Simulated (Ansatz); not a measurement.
# YbC6: the cost of one run

Computed with Ansatz 0.2.0 through its Python package. Level of theory: DFT PBEsol, plane waves, PAW.

### 1 The structure

It takes space group P6_3/mmc (No. 194, hexagonal). The conventional cell has a = 4.342 Å, b = 4.342 Å, c = 8.766 Å, α = 90.00°, β = 90.00°, γ = 120.00°. Around Yb (site symmetry -6m2) lie 12 C at 2.63 Å. C (site symmetry 2) has 3 C at 1.45 Å as nearest neighbours.

No structure file is read: the coordinates are typed or built in the script.

### 2 The code

Contents of run_vcrelax.py:

```python
"""Cell relaxation of YbC6."""

import ansatz as az
from ase.data import atomic_numbers
import numpy as np
import spglib

def edges_and_angles(cell):
    cell = np.asarray(cell)
    a, b, c = np.linalg.norm(cell, axis=1)
    cosines = cell[1] @ cell[2] / (b * c), cell[0] @ cell[2] / (a * c), cell[0] @ cell[1] / (a * b)
    return (a, b, c, *np.degrees(np.arccos(cosines)))

structure = (
    az.Lattice.from_parameters(4.34217, 4.34217, 8.76562, alpha=90, beta=90, gamma=120)
    .space_group(194)
    .atom("Yb", [2 / 3, 1 / 3, 0.75])
    .atom("C", [1 / 3, 0.0, 0.0])
)

# only the volume may change
job = structure.calculation()
job = job.functional("PBEsol")
job = job.kpoints(length=25).occupations(az.OccupationsMethod.FERMI_DIRAC, width=0.05)
job = job.relax(fix_cell=["shape"], stress_tolerance=0.01)
steps = []


def follow(event):
    if event["event"] != "relax_step":
        return
    row = event["data"]
    steps.append(row)
    print(f"step {row['step']:3d}  E = {row['lagrangian_ev']:.5f} eV  largest force component = {row['allowed_force_max_ev_ang']:.4f} eV/A  P = {row['pressure_gpa']:.3f} GPa")


outcome = job.session().plan(threads=1).execute(on_event=follow)
rep = outcome.report

first, last = steps[0], steps[-1]
symbols = [site.symbol for site in outcome.lattice.sites]
print(f"energy gained {first['lagrangian_ev'] - last['lagrangian_ev']:.4f} eV in {len(steps) - 1} steps")
for label, vectors in (("before", first["cell_ang"]), ("after", outcome.lattice.cell_ang)):
    print(label, "a b c (A) {:.4f} {:.4f} {:.4f}  angles {:.2f} {:.2f} {:.2f}".format(*edges_and_angles(vectors)), f" V = {abs(np.linalg.det(vectors)):.3f} A^3")
print("final stress xx yy zz (GPa, compression positive):", np.round(np.diag(rep["stress_gpa"]), 3) + 0.0)

print("relaxed fractional positions")
for site in outcome.lattice.sites:
    print(f"  {site.symbol:2s}", " ".join(f"{v % 1:8.5f}" for v in np.round(site.position_frac, 5)))

fractions = [site.position_frac for site in outcome.lattice.sites]
numbers = [atomic_numbers[s] for s in symbols]
for tolerance in (1e-3, 1e-2, 1e-1):
    print(f"space group at {tolerance} A:", spglib.get_spacegroup((outcome.lattice.cell_ang, fractions, numbers), symprec=tolerance))

for key in ("converged", "n_iterations", "n_electrons", "n_kpoints", "n_pw", "n_symmetry_ops", "free_energy_ev", "fermi_energy_ev"):
    print(f"{key:18s} {rep[key]}")
```

### 3 What the engine is handed

The engine receives this input:

```yaml
crystal:
  lattice:
    a: 4.34217
    b: 4.34217
    c: 8.76562
    alpha: 90.0
    beta: 90.0
    gamma: 120.0
  space_group: 194
  atoms:
    - { symbol: Yb, position: [0.6666666666666666, 0.3333333333333333, 0.75] }
    - { symbol: C, position: [0.3333333333333333, 0.0, 0.0] }
kpoints:
  mp_grid:
    grid: [7, 7, 3]
hamiltonian:
  xc: pbesol
scf:
  occupations:
    method: fermi_dirac
    width: 0.05
relax:
  cell:
    stress_tol: 0.01
    fix: [shape]
```

### 4 Launch

The run is started by

```console
python run_vcrelax.py
```

**Question.** How long does this script take on 1 thread of Arm Neoverse V1, shared host, and how much memory does it need?

About 72 s, with a peak of 0.54 GiB.
